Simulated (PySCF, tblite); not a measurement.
# C₃H₆N₂Si₃: geometry, infrared bands and NMR shifts

What infrared bands and NMR shifts should C₃H₆N₂Si₃ (`N#C[Si]1(C#N)[SiH2]C[SiH2]1`) show?

Computed with tblite 0.8.0 and PySCF 2.14.0, with density-fitted response routines of our own, on a single molecule in the gas phase. Atoms are numbered from 0 throughout.

### 1 The molecule as given

14 atoms, charge 0, multiplicity 1; geometry from: force field or distance geometry start.

Bonds of the start (Å): N0–C1 1.16, C1–Si2 1.84, Si2–C3 1.81, C3–N4 1.16, Si2–Si5 2.25, Si5–C6 1.91, C6–Si7 1.90, Si7–Si2 2.25, Si5–H8 1.49, Si5–H9 1.49, C6–H10 1.10, C6–H11 1.09, Si7–H12 1.48, Si7–H13 1.49.

### 2 Geometry optimisation with GFN2-xTB

What the job is given:

```
{"job": {"kind": "relax", "xc": "GFN2-xTB", "basis": "xTB"}, "charge": 0, "multiplicity": 1}
N      1.830100     3.055000    -0.342800
C      1.555000     1.933000    -0.301000
Si     1.139100     0.148100    -0.204800
C      2.426300    -1.105800    -0.449700
N      3.244800    -1.924000    -0.580800
Si    -0.309000    -0.319000     1.455500
C     -1.755800     0.165600     0.314100
Si    -0.793000    -0.320800    -1.254800
H     -0.204200     0.548500     2.658700
H     -0.357500    -1.759000     1.827800
H     -2.669600    -0.420300     0.483500
H     -1.998700     1.226100     0.360100
H     -1.139400     0.539700    -2.409300
H     -0.968600    -1.767600    -1.578700
```

On the command line:

```console
OMP_NUM_THREADS=1 python probes_run.py task.json out
```

The driver reads the jobs from task.json and runs them one after another.

**Question.** This job is followed by: GFN2-xTB harmonic vibrations, gas phase; GIAO PBE0/pcSseg-1 NMR shielding, non-relativistic, gas phase. Predict these results of the whole session: strongest single infrared mode (GFN2-xTB); zero-point energy (GFN2-xTB); 13C shifts against TMS (PBE0/pcSseg-1, means over atoms taken as alike); 1H shifts against TMS (PBE0/pcSseg-1, means over atoms taken as alike); 15N shifts against NH3 (PBE0/pcSseg-1, means over atoms taken as alike); 29Si shifts against TMS (PBE0/pcSseg-1, means over atoms taken as alike).

The runs gave:

| quantity | value |
| --- | --- |
| strongest single infrared mode (GFN2-xTB) | 2236 cm⁻¹, 782 km/mol |
| zero-point energy (GFN2-xTB) | 47.8 kcal/mol |
| 13C shifts against TMS (PBE0/pcSseg-1, means over atoms taken as alike) | 119.7, -7.0 ppm |
| 1H shifts against TMS (PBE0/pcSseg-1, means over atoms taken as alike) | 4.99, 0.95 ppm |
| 15N shifts against NH3 (PBE0/pcSseg-1, means over atoms taken as alike) | 379.6 ppm |
| 29Si shifts against TMS (PBE0/pcSseg-1, means over atoms taken as alike) | -40.1, -59.1 ppm |

**Reading.** Over 96 steps the energy fell by 0.650 eV; of the close pairs, Si2–Si7 changed most, 2.248 to 2.356 Å. All 36 modes are real, so the xTB geometry is a minimum. The strongest single mode, at 2236 cm⁻¹, is spread over several atoms, H12, H8, H9, H13 among them. GFN2-xTB is a fitted tight-binding method: band positions and strengths are rough. Its intensities can rank the bands wrongly. C1, C3 (mean) (nitrile carbon) lies farthest downfield among carbon, at 119.7 ppm; C≡N carbons fall here, among the sp2 signals but without a proton. At PBE0/pcSseg-1: The largest span, 574 ppm, is at N0, N4, where the paramagnetic term is -448 ppm.
